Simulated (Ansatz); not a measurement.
# GeH3 (doublet): from Hartree-Fock to the top rungs, aug-cc-pVDZ

Aim: climb from Hartree-Fock through coupled cluster and multireference methods for GeH3 (doublet) at one geometry and basis, and see what each rung misses.

Program: Ansatz 0.2.0, Gaussian basis. Level of theory: aug-cc-pVDZ, core rule «outside noble gas», up to 14 orbitals frozen. These are calculated values, not measurements.

Plan: UHF; CCSD(T) on ROHF; CCSD(T) on UHF; BCCD(T) on ROHF; CISD as a restricted active space (open shells left free, so some higher excitations enter); CCSDT(Q) on ROHF; CCSDT(Q) on UHF; CASSCF and MRCISD+Q, 7 electrons in 7 orbitals; CASSCF and NEVPT2, 7 electrons in 7 orbitals.

28 further runs of the same task are left out: 6 for a known fault of the program, 11 that didn't finish, 11 set aside as unsound or not needed. Runs told in other sessions of the task aren't counted.

## Step 1: What is computed

The geometry is a PBE0/def2-TZVPD stationary point (not a proven minimum) of the parent state, kept for this charge and spin. No spin-orbit coupling is included. The filled d shell of Ge may be among the frozen orbitals whatever the setting's name suggests.

4 atoms, charge 0, spin multiplicity 2.

Atoms are counted from 1 here; the program's logs count them from 0.

Bond lengths: Ge1–H2 1.687 Å, Ge1–H3 1.687 Å, Ge1–H4 1.687 Å. Angles: H2–Ge1–H3 120.0°, H2–Ge1–H4 120.0°, H3–Ge1–H4 120.0°.

## Step 2: UHF

Contents of in.yaml:

```yaml
crystal:
  periodic: [false, false, false]
  atoms:
    - {symbol: Ge, position_ang: [0.000000, 0.000000, 0.000000]}
    - {symbol: H, position_ang: [1.685905, 0.046488, -0.006500]}
    - {symbol: H, position_ang: [-0.883179, 1.436779, 0.011900]}
    - {symbol: H, position_ang: [-0.802727, -1.483267, -0.005400]}
basis:
  gaussian: {orbitals: aug-cc-pVDZ}
magnetization: {spin_polarized: true, initial_magnetization: 1}
hamiltonian: {xc: hf}
output: {orbitals: {seedname: orbitals}}
```

Run with:

```
ansatz run in.yaml --threads 1 --pin off --events-out ev --progress --plain --max-ram 2393MiB
```

Further steps of the session: CCSD(T) on ROHF; CCSD(T) on UHF; BCCD(T) on ROHF; CISD as a restricted active space (open shells left free, so some higher excitations enter); CCSDT(Q) on ROHF; CCSDT(Q) on UHF; CASSCF and MRCISD+Q, 7 electrons in 7 orbitals; CASSCF and NEVPT2, 7 electrons in 7 orbitals.

**Question.** What will the summary of the whole plan be? Wanted: UCCSDT(Q) from the RHF energy; RMP2 from UCCSDT(Q); UMP2 from UCCSDT(Q); RCCSD from UCCSDT(Q); RCCSD(T) from UCCSDT(Q); UCCSD(T) from UCCSDT(Q); RCCSDT(Q) from UCCSDT(Q); NEVPT2 valence from UCCSDT(Q); MRCISD+Q valence from UCCSDT(Q).

**Answer**, as computed:

| quantity | value |
| --- | --- |
| UCCSDT(Q) from the ROHF energy | -3.7651 eV |
| RMP2 from UCCSDT(Q) | +919.2 meV |
| UMP2 from UCCSDT(Q) | +921.0 meV |
| RCCSD from UCCSDT(Q) | +123.3 meV |
| RCCSD(T) from UCCSDT(Q) | +31.0 meV |
| UCCSD(T) from UCCSDT(Q) | +27.6 meV |
| RCCSDT(Q) from UCCSDT(Q) | +3.8 meV |
| NEVPT2 valence from UCCSDT(Q) | +639.6 meV |
| MRCISD+Q valence from UCCSDT(Q) | +10.2 meV |
| levels within 1 kcal/mol (43 meV) | RCCSD(T), UCCSD(T), BCCD(T), RCCSDT, UCCSDT, RCCSDT(Q), MRCISD+Q valence |
| T1 diagnostic | 0.020 |
| effectively unpaired electrons | 1.04 |

**Reading.** RCCSD(T) lands +31.0 meV from the yardstick (0.8 % of the correlation energy). One determinant dominates. Of the multireference levels listed MRCISD+Q valence comes nearest in total energy (+10.2 meV), which doesn't show that its space is the better one. These misses are within one basis, not against nature; the frozen cores of restricted and unrestricted runs differ, which can shift their rows.

With open shells the CI space here admits some higher excitations, so it is larger than plain CISD.
